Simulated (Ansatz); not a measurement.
# As3Pt: the cost of one run

Computed with Ansatz 0.2.0 (DFT PBE, scalar-relativistic, plane waves, PAW, unless a step's input says otherwise).

1 further run of the same task is left out (it didn't finish).

## (1) The starting structure

It takes space group Pm-3m (No. 221, cubic). Conventional cell: a = 4.233 Å, b = 4.233 Å, c = 4.233 Å, α = 90.00°, β = 90.00°, γ = 90.00°. As (site symmetry 4/mmm) has 8 As at 2.99 Å and 4 Pt at 2.99 Å as nearest neighbours. Around Pt (site symmetry m-3m) lie 12 As at 2.99 Å.

As a file:

```xyz
4
Lattice="4.2330 0.0000 0.0000 0.0000 4.2330 0.0000 0.0000 0.0000 4.2330" Properties=species:S:1:pos:R:3 pbc="T T T"
As    0.0000    2.1165    2.1165
As    2.1165    0.0000    2.1165
As    2.1165    2.1165    0.0000
Pt    0.0000    0.0000    0.0000
```

This is candidate A: Cu3Au (L1_2) type (Pm-3m, No. 221).

(A quick probe on a coarse mesh, which set the mesh and smearing, is not shown.)

## (3) A loose first relaxation (candidate A)

Contents of input.yaml:

```yaml
crystal:
  lattice:
    - [4.2330406847, 0.0, 0.0]
    - [0.0, 4.2330406847, 0.0]
    - [0.0, 0.0, 4.2330406847]
  atoms:
    - { symbol: As, position: [0.0, 0.5, 0.5] }
    - { symbol: As, position: [0.5, 0.0, 0.5] }
    - { symbol: As, position: [0.5, 0.5, 0.0] }
    - { symbol: Pt, position: [0.0, 0.0, 0.0] }
basis:
  ecutwfc: 420
kpoints:
  mp_grid: { grid: [4, 4, 4] }
hamiltonian:
  xc: pbe
scf:
  occupations: { method: gaussian, width: 0.1 }
  lower_state_search: "off"
output:
  forces: true
  stress: true
  eigenvalues: true
relax:
  adjacent_minimum: "off"
  f_tol: 0.04
  max_steps: 70
  cell: { stress_tol: 0.4 }
```

The run is started by

```
ansatz run input.yaml --threads 1 --pin off --max-ram 2560MiB --backend cpu --events-out ev --progress --plain --runs-dir out
```

**Question.** How long does this run take on 1 thread of Arm Neoverse V2, shared host, and how much memory does it need?

About 9.4 s, with a peak of 0.34 GiB.
